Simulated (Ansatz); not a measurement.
# SiF4 + HCl: a complex and its separated parts

Aim: how far the complex at one end of a reaction step lies below its separated, relaxed parts, level by level.

Method: PBE0-D4/def2-TZVP structures, single points in def2-TZVPP, no counterpoise correction; program: Ansatz 0.2.0, Gaussian basis.

Levels: SPW92, PBE-D4, BLYP-D4, r2SCAN-D4, B97M-V, PBE0-D4, B3LYP-D4, r2SCAN0-D4, BHLYP-D4, CAM-B3LYP-D4, wB97X-V, wB97M-V, B2PLYP, PBE-QIDH, RPA on PBE, Hartree-Fock, MP2, CCSD, CCSD(T).

Correlated methods freeze the cores. B3LYP uses VWN-RPA correlation. B2PLYP carries no dispersion term here.

94 further runs of the same task are left out: 94 set aside as unsound or not needed.

## 1. The starting structure

The complex: 7 atoms, charge 0, spin multiplicity 1.

Atoms are counted from 1 here; the program's logs count them from 0.

Bond lengths: Si1–F2 1.566 Å, Si1–F3 1.563 Å, Si1–F4 1.560 Å, Si1–F5 1.560 Å, H6–Cl7 1.280 Å. Angles: F2–Si1–F3 108.6°, F2–Si1–F4 109.8°, F2–Si1–F5 109.9°, F3–Si1–F4 109.1°, F3–Si1–F5 109.1°, F4–Si1–F5 110.4°.

As a file:

```xyz
7

Si   -0.5581   -0.8517   -0.1101
F     0.9856   -0.7383   -0.3471
F    -0.9978   -2.3251   -0.3913
F    -1.3152    0.1018   -1.0858
F    -0.8946   -0.4925    1.3705
H     1.9070    1.8173    0.1094
Cl    0.8732    2.4884    0.4545
```

Its parts: SiF4 holds atoms 1, 2, 3, 4, 5; HCl holds atoms 6, 7. Each part counts its atoms afresh in its own runs.

## 2. Relaxing SiF4 alone

relax-a/in.yaml reads:

```yaml
crystal:
  periodic: [false, false, false]
  atoms:
    - {symbol: Si, position_ang: [-0.558083, -0.851654, -0.110092]}
    - {symbol: F, position_ang: [0.985558, -0.738323, -0.347132]}
    - {symbol: F, position_ang: [-0.997774, -2.325081, -0.391257]}
    - {symbol: F, position_ang: [-1.315163, 0.101845, -1.085848]}
    - {symbol: F, position_ang: [-0.894599, -0.492464, 1.370492]}
basis:
  gaussian: {orbitals: def2-TZVP}
hamiltonian: {xc: pbe0, dispersion: d4}
relax: {f_tol: 0.005, max_steps: 200}
```

The run is started by

```bash
> ansatz run in.yaml --threads 8 --pin off --events-out ev --progress --plain --max-ram 19148MiB
```

After this run come: Relaxing HCl alone; SPW92/def2-TZVPP; PBE-D4/def2-TZVPP; BLYP-D4/def2-TZVPP; r2SCAN-D4/def2-TZVPP; B97M-V/def2-TZVPP; PBE0-D4/def2-TZVPP; B3LYP-D4/def2-TZVPP; r2SCAN0-D4/def2-TZVPP; BHLYP-D4/def2-TZVPP; CAM-B3LYP-D4/def2-TZVPP; wB97X-V/def2-TZVPP; wB97M-V/def2-TZVPP; B2PLYP/def2-TZVPP; PBE-QIDH/def2-TZVPP; RPA on PBE/def2-TZVPP; CCSD(T)/def2-TZVPP; Vibrations of SiF4; Vibrations of HCl.

**Question.** What will these runs give? Wanted: complex less parts, CCSD(T)/def2-TZVPP; with zero-point energy; largest T1 diagnostic.

The runs gave:

| quantity | value |
| --- | --- |
| complex less parts, CCSD(T)/def2-TZVPP | -0.062 eV |
| with zero-point energy | -0.039 eV |
| largest T1 diagnostic | 0.011 |

In words: At CCSD(T) the complex lies 0.062 eV below its parts. Among the functionals PBE-QIDH lands nearest to CCSD(T) (+0.010 eV) and SPW92 farthest (-0.070 eV). Mean unsigned error by rung: LDA 0.070, GGA 0.041, meta-GGA 0.030, hybrid 0.035, range-separated hybrid 0.033, double hybrid 0.016 eV. PBE-D4 gives a relative energy 0.040 eV too low, an error of 64 % of the reference. No counterpoise was applied, and triple zeta lacks some correlation, so the CCSD(T) reference has a basis error of its own, and close matches with it are partly luck.
